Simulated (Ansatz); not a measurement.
# TiAl: a line through an energy map

How does the energy of TiAl (Pm-3m, No. 221; 2 atoms in the cell) vary with volume per atom, at c/a of the conventional cell = 1.182?

Program: Ansatz 0.2.0. Level of theory: DFT LDA, scalar-relativistic, plane waves, PAW. These are calculated values, not measurements.

56 further runs of the same task are left out: 1 for a known fault of the program, 55 set aside as unsound or not needed.

## (1) The starting structure

The structure is cubic, space group Pm-3m (No. 221). Conventional cell: a = 3.124 Å, b = 3.124 Å, c = 3.124 Å, α = 90.00°, β = 90.00°, γ = 90.00°. Around Ti (site symmetry m-3m) lie 8 Al at 2.71 Å. Around Al (site symmetry m-3m) lie 8 Ti at 2.71 Å.

Structure file:

```cif
data_structure
_symmetry_space_group_name_H-M 'Pm-3m'
_symmetry_Int_Tables_number 221
_cell_length_a 3.1241
_cell_length_b 3.1241
_cell_length_c 3.1241
_cell_angle_alpha 90.000
_cell_angle_beta 90.000
_cell_angle_gamma 90.000
_cell_volume 30.49
loop_
_atom_site_label
_atom_site_type_symbol
_atom_site_symmetry_multiplicity
_atom_site_Wyckoff_symbol
_atom_site_fract_x
_atom_site_fract_y
_atom_site_fract_z
_atom_site_occupancy
Ti1 Ti 1 a 0.00000 0.00000 0.00000 1
Al1 Al 1 b 0.50000 0.50000 0.50000 1
```

It goes back to an entry of the Materials Project, which need not be the stable form.

It is the result of an earlier relaxation at this level (volume 15.25 Å³/atom; gap on the mesh: none (metal)).

## (2) What is varied

The energy is mapped over volume and the cell's shape.

- volume per atom: 9 values from 13.42 to 17.07 Å³
- c/a of the conventional cell: 11 values from 0.846 to 1.476

Nothing else is relaxed (symmetry fixes all fractional coordinates). Energies count from the relaxed crystal. Points are written as (first, second).

## (3) Grid point (13.42 Å³, 1.182)

The input, input.yaml:

```yaml
crystal:
  lattice:
    - [2.8317887646, 0.0, 0.0]
    - [0.0, 2.8317887646, 0.0]
    - [0.0, 0.0, 3.3460416043]
  atoms:
    - { symbol: Ti, position: [0.0, 0.0, 0.0] }
    - { symbol: Al, position: [0.5, 0.5, 0.5] }
basis:
  ecutwfc: 520.0
kpoints:
  mp_grid: { grid: [16, 16, 16] }
hamiltonian:
  xc: lda
  pseudopotentials: { kind: paw, azcp: { folder: soft_1 } }
scf:
  occupations: { method: gaussian, width: 0.15 }
output:
  forces: true
  stress: true
  eigenvalues: true
```

The run is started by

```console
> ansatz run input.yaml --threads 1 --pin off --max-ram 2048MiB --backend cpu --events-out ev --progress --plain --runs-dir out
```

The program printed, shortened:

```text
Warning: <dir> the record states the generating functional pbe (its physics header spells it `PBE`), which answers neither for hamiltonian.xc's functional nor for the lda family's — results may be inconsistent (PPs are generated against a specific XC)
[...]
Warning: RAYON_NUM_THREADS=1 ignored (pool sized by the plan → 1); use --threads N
[...]
Pseudopotentials: kind: paw
Pseudopotential: Ti, paw, valence charge 12, recommended cutoff 420 eV (normal), <dir>
Pseudopotential: Al, paw, valence charge 3, recommended cutoff 420 eV (normal), <dir>
Functional definition: SPW92
[...]
Crystal: 2 atoms, lattice volume = 26.832 Å³
Basis set: ecut = 520 eV, 709 PW (Γ)
Bands: 12, of which v1, the nominal top of the filled ones, is band 8 counted from 1 (7 counted from 0)
Symmetry: 16 space group operations
Space group: P4/mmm (ITA 123), of the structure as read, at distance tolerance 3.0e-5 Å
k-points: 405 of 4096
[...]
SCF iter   1: F=—  HF=-2963.919214 eV  |F-HF|=—  |Δ(HF+E_count)|=         —  Δρ=4.40e-2  dr2=4.50e-1  ethr=3.10e-3  ⟨swp⟩=4.9  Hψ=24367  notcnv=0
[...]
SCF iter   7: F=-2963.673942 eV  HF=-2963.673942 eV  |F-HF|=2.14e-10  |Δ(HF+E_count)|=   2.57e-9  Δρ=1.08e-6  dr2=2.11e-10  ethr=1.14e-10  ⟨swp⟩=2.0  Hψ=14518  notcnv=0
[...]
SCF converged after 7 iterations
Free energy (F): -2963.673942 eV
[...]
E sigma→0 (E₀):  -2963.663097 eV
Entropy (-TS):   -0.021690 eV (-10.845 meV/atom)
Fermi energy:    13.463896 eV
[...]
--- Forces (eV/Å), atoms counted from 1 ---
  atom   1  Ti    -0.00000000    -0.00000000     0.00000000
  atom   2  Al     0.00000000     0.00000000     0.00000000
[...]
--- Stress (GPa, compression-positive) ---
       17.158325       0.000000       0.000000
        0.000000      17.158325       0.000000
        0.000000       0.000000      28.365980
  P = ⅓ Tr σ = 20.8942 GPa (208.942 kbar)
--- Band table (eV; the first three rows and the last of 405) ---
  k-point 0: bands = ["-42.2593", "-18.9234", "-18.6130", "-18.6130", "3.6599", "11.4411", "12.0231", "15.7019", "15.7019", "16.0600", "16.5714", "20.8251"]
[...]
```

Run time: 3.2 s. Hardware: 1 thread of AMD EPYC 9R45 (Zen 5), shared host; peak memory 0.5 GiB.

On the map this point reads 42 meV/atom.

## (4) The run at (13.87 Å³, 1.182)

Changes to input.yaml since step 3:

```diff
@@ -2,5 +2,5 @@
   lattice:
-    - [2.8317887646, 0.0, 0.0]
-    - [0.0, 2.8317887646, 0.0]
-    - [0.0, 0.0, 3.3460416043]
+    - [2.8635842596, 0.0, 0.0]
+    - [0.0, 2.8635842596, 0.0]
+    - [0.0, 0.0, 3.3836111611]
   atoms:
```

The run is started by

```console
> ansatz run input.yaml --threads 1 --pin off --max-ram 2048MiB --backend cpu --events-out ev --progress --plain --runs-dir out
```

The program printed, shortened:

```text
[...]
SCF converged after 7 iterations
Free energy (F): -2963.774464 eV
[...]
E sigma→0 (E₀):  -2963.763299 eV
Entropy (-TS):   -0.022330 eV (-11.165 meV/atom)
Fermi energy:    12.967616 eV
[...]
--- Forces (eV/Å), atoms counted from 1 ---
  atom   1  Ti    -0.00000000     0.00000000     0.00000000
  atom   2  Al     0.00000000     0.00000000     0.00000000
[...]
--- Stress (GPa, compression-positive) ---
       10.876111       0.000000       0.000000
        0.000000      10.876111       0.000000
        0.000000       0.000000      21.767500
  P = ⅓ Tr σ = 14.5066 GPa (145.066 kbar)
--- Band table (eV; the first three rows and the last of 405) ---
  k-point 0: bands = ["-42.8306", "-19.4888", "-19.2011", "-19.2011", "3.2981", "11.0423", "11.6031", "15.1199", "15.1199", "15.4226", "15.9493", "20.0865"]
[...]
```

Run time: 3.4 s. Hardware: 1 thread of AMD EPYC 9R45 (Zen 5), shared host; peak memory 0.5 GiB.

Energy on the map's scale: −8 meV/atom.

## (5) Point (14.33 Å³, 1.182)

Changes to input.yaml since step 4:

```diff
@@ -2,5 +2,5 @@
   lattice:
-    - [2.8635842596, 0.0, 0.0]
-    - [0.0, 2.8635842596, 0.0]
-    - [0.0, 0.0, 3.3836111611]
+    - [2.8947562689, 0.0, 0.0]
+    - [0.0, 2.8947562689, 0.0]
+    - [0.0, 0.0, 3.4204440074]
   atoms:
@@ -21 +21,5 @@
   eigenvalues: true
+  write_density: true
+  write_potential: true
+  elf: true
+  volumetric_format: npy
```

The run is started by

```console
> ansatz run input.yaml --threads 1 --pin off --max-ram 2048MiB --backend cpu --events-out ev --progress --plain --runs-dir out
```

The program printed, shortened:

```text
Warning: <dir> the record states the generating functional pbe (its physics header spells it `PBE`), which answers neither for hamiltonian.xc's functional nor for the lda family's — results may be inconsistent (PPs are generated against a specific XC)
[...]
Warning: RAYON_NUM_THREADS=1 ignored (pool sized by the plan → 1); use --threads N
[...]
[... 4 set-up lines as earlier in the session ...]
[...]
Crystal: 2 atoms, lattice volume = 28.662 Å³
Basis set: ecut = 520 eV, 789 PW (Γ)
Bands: 12, of which v1, the nominal top of the filled ones, is band 8 counted from 1 (7 counted from 0)
[... 1 set-up line as earlier in the session ...]
Space group: P4/mmm (ITA 123), of the structure as read, at distance tolerance 3.1e-5 Å
k-points: 405 of 4096
[...]
SCF iter   1: F=—  HF=-2964.074009 eV  |F-HF|=—  |Δ(HF+E_count)|=         —  Δρ=4.28e-2  dr2=4.66e-1  ethr=3.10e-3  ⟨swp⟩=4.8  Hψ=24266  notcnv=0
[...]
SCF iter   7: F=-2963.841249 eV  HF=-2963.841249 eV  |F-HF|=2.92e-10  |Δ(HF+E_count)|=   4.49e-9  Δρ=1.17e-6  dr2=2.76e-10  ethr=1.31e-10  ⟨swp⟩=4.0  Hψ=22980  notcnv=0
[...]
SCF converged after 7 iterations
Free energy (F): -2963.841249 eV
[...]
E sigma→0 (E₀):  -2963.829751 eV
Entropy (-TS):   -0.022995 eV (-11.498 meV/atom)
Fermi energy:    12.498955 eV
[...]
--- Forces (eV/Å), atoms counted from 1 ---
  atom   1  Ti    -0.00000000    -0.00000000     0.00000000
  atom   2  Al     0.00000000     0.00000000     0.00000000
[...]
--- Stress (GPa, compression-positive) ---
        5.466779       0.000000       0.000000
        0.000000       5.466779       0.000000
        0.000000       0.000000      16.045704
  P = ⅓ Tr σ = 8.9931 GPa (89.931 kbar)
--- Band table (eV; the first three rows and the last of 405) ---
  k-point 0: bands = ["-43.3724", "-20.0247", "-19.7571", "-19.7571", "2.9620", "10.6642", "11.2046", "14.5697", "14.5697", "14.8255", "15.3619", "19.3915"]
[...]
```

It took 4.5 s on 1 thread of AMD EPYC 9R45 (Zen 5), shared host; peak memory 0.49 GiB.

Density in a lattice plane of the grid's cell (edges 2.89 and 3.42 Å, at 0.000 of the third edge), which holds Ti.

Ten even steps from '0' (0.17 e/Å³) to '9' (12.25 e/Å³):
```
98642100000000012468
66531000000000001356
43210000000000000123
11100000000000000011
00000000000000000000
00000000000000000000
00000000000000000000
00000000000000000000
00000000000000000000
00000000000000000000
00000000000000000000
00000000000000000000
00000000000000000000
00000000000000000000
00000000000000000000
11100000000000000011
43210000000000000123
66531000000000001356
98642100000000012468
99753100000000013579
```
Columns run along the first of these edges and rows up along the second, over one cell in 20 and 20 even steps from the bottom left corner. Atoms in the plane (fractional): Ti at (0.00, 0.00).

ELF in the same plane.

Values, 12 rows by 10 columns:
```
0.68 0.72 0.67 0.32 0.23 0.36 0.23 0.32 0.67 0.72
0.73 0.66 0.41 0.19 0.30 0.45 0.30 0.19 0.41 0.66
0.35 0.27 0.15 0.22 0.45 0.56 0.45 0.22 0.15 0.27
0.11 0.12 0.19 0.39 0.59 0.65 0.59 0.39 0.19 0.12
0.28 0.31 0.41 0.55 0.67 0.70 0.67 0.55 0.41 0.31
0.41 0.43 0.50 0.61 0.69 0.70 0.69 0.61 0.50 0.43
0.28 0.31 0.41 0.55 0.67 0.70 0.67 0.55 0.41 0.31
0.11 0.12 0.19 0.39 0.59 0.65 0.59 0.39 0.19 0.12
0.35 0.27 0.15 0.22 0.45 0.56 0.45 0.22 0.15 0.27
0.73 0.66 0.41 0.19 0.30 0.45 0.30 0.19 0.41 0.66
0.68 0.72 0.67 0.32 0.23 0.36 0.23 0.32 0.67 0.72
0.54 0.68 0.74 0.40 0.21 0.32 0.21 0.40 0.74 0.68
```
Columns run along the first of these edges and rows up along the second, over one cell in 10 and 12 even steps from the bottom left corner. Atoms in the plane (fractional): Ti at (0.00, 0.00).

Both are smooth fields of the valence electrons: close to the nuclei they are not physical.

Maxima of ELF outside the ion cores: 0.74 beside Al, off the lines to its neighbours, 1.1 Å from Al.

On the map this point reads −41 meV/atom.

## (6) The run at (14.79 Å³, 1.182)

Changes to input.yaml since step 5:

```diff
@@ -2,5 +2,5 @@
   lattice:
-    - [2.8947562689, 0.0, 0.0]
-    - [0.0, 2.8947562689, 0.0]
-    - [0.0, 0.0, 3.4204440074]
+    - [2.9252050764, 0.0, 0.0]
+    - [0.0, 2.9252050764, 0.0]
+    - [0.0, 0.0, 3.4564223182]
   atoms:
@@ -21,5 +21 @@
   eigenvalues: true
-  write_density: true
-  write_potential: true
-  elf: true
-  volumetric_format: npy
```

The run is started by

```console
> ansatz run input.yaml --threads 1 --pin off --max-ram 2048MiB --backend cpu --events-out ev --progress --plain --runs-dir out
```

The program printed, shortened:

```text
[...]
SCF converged after 7 iterations
Free energy (F): -2963.878692 eV
[...]
E sigma→0 (E₀):  -2963.866848 eV
Entropy (-TS):   -0.023689 eV (-11.845 meV/atom)
Fermi energy:    12.057434 eV
[...]
--- Forces (eV/Å), atoms counted from 1 ---
  atom   1  Ti     0.00000000     0.00000000     0.00000000
  atom   2  Al    -0.00000000     0.00000000     0.00000000
[...]
--- Stress (GPa, compression-positive) ---
        0.827115       0.000000       0.000000
        0.000000       0.827115       0.000000
        0.000000       0.000000      11.098486
  P = ⅓ Tr σ = 4.2509 GPa (42.509 kbar)
--- Band table (eV; the first three rows and the last of 405) ---
  k-point 0: bands = ["-43.8847", "-20.5312", "-20.2815", "-20.2815", "2.6504", "10.3066", "10.8275", "14.0510", "14.0510", "14.2676", "14.8086", "18.7392"]
[...]
```

It took 3.5 s on 1 thread of AMD EPYC 9R45 (Zen 5), shared host; peak memory 0.51 GiB.

Energy on the map's scale: −60 meV/atom.

## (7) Point (15.70 Å³, 1.182)

Changes to input.yaml since step 6:

```diff
@@ -2,5 +2,5 @@
   lattice:
-    - [2.9252050764, 0.0, 0.0]
-    - [0.0, 2.9252050764, 0.0]
-    - [0.0, 0.0, 3.4564223182]
+    - [2.9843336877, 0.0, 0.0]
+    - [0.0, 2.9843336877, 0.0]
+    - [0.0, 0.0, 3.5262886854]
   atoms:
@@ -21 +21,5 @@
   eigenvalues: true
+  write_density: true
+  write_potential: true
+  elf: true
+  volumetric_format: npy
```

The run is started by

```console
> ansatz run input.yaml --threads 1 --pin off --max-ram 2048MiB --backend cpu --events-out ev --progress --plain --runs-dir out
```

The program printed, shortened:

```text
[...]
SCF converged after 7 iterations
Free energy (F): -2963.881553 eV
[...]
E sigma→0 (E₀):  -2963.868956 eV
Entropy (-TS):   -0.025193 eV (-12.597 meV/atom)
Fermi energy:    11.243124 eV
[...]
--- Forces (eV/Å), atoms counted from 1 ---
  atom   1  Ti    -0.00000000    -0.00000000     0.00000000
  atom   2  Al    -0.00000000    -0.00000000     0.00000000
[...]
--- Stress (GPa, compression-positive) ---
       -6.596988       0.000000       0.000000
        0.000000      -6.596988       0.000000
        0.000000       0.000000       3.070717
  P = ⅓ Tr σ = -3.3744 GPa (-33.744 kbar)
--- Band table (eV; the first three rows and the last of 405) ---
  k-point 0: bands = ["-44.8335", "-21.4688", "-21.2494", "-21.2494", "2.0881", "9.6433", "10.1279", "13.0935", "13.0935", "13.2501", "13.7887", "17.5423"]
[...]
```

Run time: 4.8 s. Hardware: 1 thread of AMD EPYC 9R45 (Zen 5), shared host; peak memory 0.51 GiB.

Density in a lattice plane of the grid's cell (edges 2.98 and 3.53 Å, at 0.000 of the third edge), which holds Ti.

Ten even steps from '0' (0.15 e/Å³) to '9' (12.23 e/Å³):
```
98642100000000012468
66431000000000001346
33210000000000000123
11100000000000000011
00000000000000000000
00000000000000000000
00000000000000000000
00000000000000000000
00000000000000000000
00000000000000000000
00000000000000000000
00000000000000000000
00000000000000000000
00000000000000000000
00000000000000000000
11100000000000000011
33210000000000000123
66431000000000001346
98642100000000012468
99752100000000012579
```
Columns run along the first of these edges and rows up along the second, over one cell in 20 and 20 even steps from the bottom left corner. Atoms in the plane (fractional): Ti at (0.00, 0.00).

ELF in the same plane.

Values, 12 rows by 10 columns:
```
0.68 0.73 0.66 0.30 0.23 0.37 0.23 0.30 0.66 0.73
0.73 0.64 0.37 0.17 0.31 0.46 0.31 0.17 0.37 0.64
0.32 0.24 0.14 0.22 0.45 0.56 0.45 0.22 0.14 0.24
0.11 0.12 0.20 0.39 0.58 0.64 0.58 0.39 0.20 0.12
0.27 0.31 0.40 0.53 0.64 0.67 0.64 0.53 0.40 0.31
0.40 0.42 0.49 0.58 0.66 0.67 0.66 0.58 0.49 0.42
0.27 0.31 0.40 0.53 0.64 0.67 0.64 0.53 0.40 0.31
0.11 0.12 0.20 0.39 0.58 0.64 0.58 0.39 0.20 0.12
0.32 0.24 0.14 0.22 0.45 0.56 0.45 0.22 0.14 0.24
0.73 0.64 0.37 0.17 0.31 0.46 0.31 0.17 0.37 0.64
0.68 0.73 0.66 0.30 0.23 0.37 0.23 0.30 0.66 0.73
0.54 0.68 0.74 0.38 0.21 0.34 0.21 0.38 0.74 0.68
```
Columns run along the first of these edges and rows up along the second, over one cell in 10 and 12 even steps from the bottom left corner. Atoms in the plane (fractional): Ti at (0.00, 0.00).

Both are smooth fields of the valence electrons: close to the nuclei they are not physical.

The highest ELF values outside the cores: 0.73 beside Al, off the lines to its neighbours, 1.2 Å from Al; 0.72 on the Al–Al line, 1.3 Å from Al.

Energy on the map's scale: −61 meV/atom.

## (8) The run at (16.16 Å³, 1.182)

Changes to input.yaml since step 7:

```diff
@@ -2,5 +2,5 @@
   lattice:
-    - [2.9843336877, 0.0, 0.0]
-    - [0.0, 2.9843336877, 0.0]
-    - [0.0, 0.0, 3.5262886854]
+    - [3.0130080357, 0.0, 0.0]
+    - [0.0, 3.0130080357, 0.0]
+    - [0.0, 0.0, 3.5601702949]
   atoms:
@@ -21,5 +21 @@
   eigenvalues: true
-  write_density: true
-  write_potential: true
-  elf: true
-  volumetric_format: npy
```

The run is started by

```console
> ansatz run input.yaml --threads 1 --pin off --max-ram 2048MiB --backend cpu --events-out ev --progress --plain --runs-dir out
```

The program printed, shortened:

```text
Warning: <dir> the record states the generating functional pbe (its physics header spells it `PBE`), which answers neither for hamiltonian.xc's functional nor for the lda family's — results may be inconsistent (PPs are generated against a specific XC)
[...]
Warning: RAYON_NUM_THREADS=1 ignored (pool sized by the plan → 1); use --threads N
[...]
[... 4 set-up lines as earlier in the session ...]
[...]
Crystal: 2 atoms, lattice volume = 32.320 Å³
Basis set: ecut = 520 eV, 861 PW (Γ)
Bands: 12, of which v1, the nominal top of the filled ones, is band 8 counted from 1 (7 counted from 0)
[... 1 set-up line as earlier in the session ...]
Space group: P4/mmm (ITA 123), of the structure as read, at distance tolerance 3.2e-5 Å
k-points: 405 of 4096
[...]
SCF iter   1: F=—  HF=-2964.065221 eV  |F-HF|=—  |Δ(HF+E_count)|=         —  Δρ=4.06e-2  dr2=4.92e-1  ethr=3.10e-3  ⟨swp⟩=4.6  Hψ=24163  notcnv=0
[...]
SCF iter   7: F=-2963.853415 eV  HF=-2963.853415 eV  |F-HF|=3.65e-10  |Δ(HF+E_count)|=   8.24e-9  Δρ=1.34e-6  dr2=3.61e-10  ethr=2.29e-10  ⟨swp⟩=1.7  Hψ=15154  notcnv=0
[...]
SCF converged after 7 iterations
Free energy (F): -2963.853415 eV
[...]
E sigma→0 (E₀):  -2963.840412 eV
Entropy (-TS):   -0.026006 eV (-13.003 meV/atom)
Fermi energy:    10.867472 eV
[...]
--- Forces (eV/Å), atoms counted from 1 ---
  atom   1  Ti    -0.00000000     0.00000000     0.00000000
  atom   2  Al    -0.00000000     0.00000000     0.00000000
[...]
--- Stress (GPa, compression-positive) ---
       -9.539431       0.000000       0.000000
        0.000000      -9.539431       0.000000
        0.000000       0.000000      -0.167024
  P = ⅓ Tr σ = -6.4153 GPa (-64.153 kbar)
--- Band table (eV; the first three rows and the last of 405) ---
  k-point 0: bands = ["-45.2727", "-21.9027", "-21.6961", "-21.6961", "1.8342", "9.3357", "9.8033", "12.6516", "12.6516", "12.7861", "13.3188", "16.9931"]
[...]
```

It took 3.7 s on 1 thread of AMD EPYC 9R45 (Zen 5), shared host; peak memory 0.53 GiB.

On the map this point reads −47 meV/atom.

## (9) Point (16.62 Å³, 1.182)

Changes to input.yaml since step 8:

```diff
@@ -2,5 +2,5 @@
   lattice:
-    - [3.0130080357, 0.0, 0.0]
-    - [0.0, 3.0130080357, 0.0]
-    - [0.0, 0.0, 3.5601702949]
+    - [3.041146752, 0.0, 0.0]
+    - [0.0, 3.041146752, 0.0]
+    - [0.0, 0.0, 3.5934190022]
   atoms:
@@ -21 +21,5 @@
   eigenvalues: true
+  write_density: true
+  write_potential: true
+  elf: true
+  volumetric_format: npy
```

The run is started by

```console
> ansatz run input.yaml --threads 1 --pin off --max-ram 2048MiB --backend cpu --events-out ev --progress --plain --runs-dir out
```

The program printed, shortened:

```text
Warning: <dir> the record states the generating functional pbe (its physics header spells it `PBE`), which answers neither for hamiltonian.xc's functional nor for the lda family's — results may be inconsistent (PPs are generated against a specific XC)
[...]
Warning: RAYON_NUM_THREADS=1 ignored (pool sized by the plan → 1); use --threads N
[...]
[... 4 set-up lines as earlier in the session ...]
[...]
Crystal: 2 atoms, lattice volume = 33.234 Å³
Basis set: ecut = 520 eV, 917 PW (Γ)
Bands: 12, of which v1, the nominal top of the filled ones, is band 8 counted from 1 (7 counted from 0)
[... 2 set-up lines as earlier in the session ...]
k-points: 405 of 4096
[...]
SCF iter   1: F=—  HF=-2964.016382 eV  |F-HF|=—  |Δ(HF+E_count)|=         —  Δρ=4.01e-2  dr2=4.97e-1  ethr=3.10e-3  ⟨swp⟩=4.6  Hψ=24193  notcnv=0
[...]
SCF iter   7: F=-2963.809158 eV  HF=-2963.809158 eV  |F-HF|=3.78e-10  |Δ(HF+E_count)|=   8.90e-9  Δρ=1.40e-6  dr2=3.89e-10  ethr=2.70e-10  ⟨swp⟩=4.5  Hψ=23842  notcnv=0
[...]
SCF converged after 7 iterations
Free energy (F): -2963.809158 eV
[...]
E sigma→0 (E₀):  -2963.795729 eV
Entropy (-TS):   -0.026858 eV (-13.429 meV/atom)
Fermi energy:    10.510348 eV
[...]
--- Forces (eV/Å), atoms counted from 1 ---
  atom   1  Ti    -0.00000000     0.00000000     0.00000000
  atom   2  Al     0.00000000     0.00000000     0.00000000
[...]
--- Stress (GPa, compression-positive) ---
      -12.062199       0.000000       0.000000
        0.000000     -12.062199       0.000000
        0.000000       0.000000      -2.980640
  P = ⅓ Tr σ = -9.0350 GPa (-90.350 kbar)
--- Band table (eV; the first three rows and the last of 405) ---
  k-point 0: bands = ["-45.6908", "-22.3158", "-22.1206", "-22.1206", "1.5960", "9.0423", "9.4937", "12.2315", "12.2315", "12.3480", "12.8724", "16.4728"]
[...]
```

Wall time 4.8 s (1 thread of AMD EPYC 9R45 (Zen 5), shared host); peak memory 0.52 GiB.

That is −25 meV/atom from the zero.

## (10) Results

| volume per atom (Å³) | step | energy (meV/atom) | slope (meV/atom per Å³) | pressure (GPa) |
| --- | --- | --- | --- | --- |
| 13.42 | 3 | 42 | −130 | 20.9 |
| 13.87 | 4 | −8 | −91 | 14.5 |
| 14.33 | 5 | −41 | −56 | 9.0 |
| 14.79 | 6 | −60 | −27 | 4.3 |
| 15.25 | – | −66 | −1 | 0.2 |
| 15.70 | 7 | −61 | 21 | −3.4 |
| 16.16 | 8 | −47 | 40 | −6.4 |
| 16.62 | 9 | −25 | 56 | −9.0 |
| 17.07 | – | 4.0 | 70 | −11.3 |

Energies count from the relaxed crystal. Rows without a step come from runs not printed here or follow by symmetry. Slopes come from the forces (and the stress, where the cell changes), not from differences of energies.

**Reading.** The lowest point of the line is at 15.25 Å³, −66 meV/atom from the zero. Energies and slopes round the minimum, fitted together, put the minimum at 15.264 Å³, with a curvature of about 52 meV/atom per (Å³)². V·d²E/dV² there is about 130 GPa, a bulk modulus under this line's constraint. The well is lopsided: two grid steps out, the energy rises by 25 meV/atom towards smaller values and 19 meV/atom towards larger ones. The highest point computed, at 13.42 Å³, lies 109 meV/atom above the lowest. This is one cut through a surface in two coordinates; the map's lowest point lies off it.
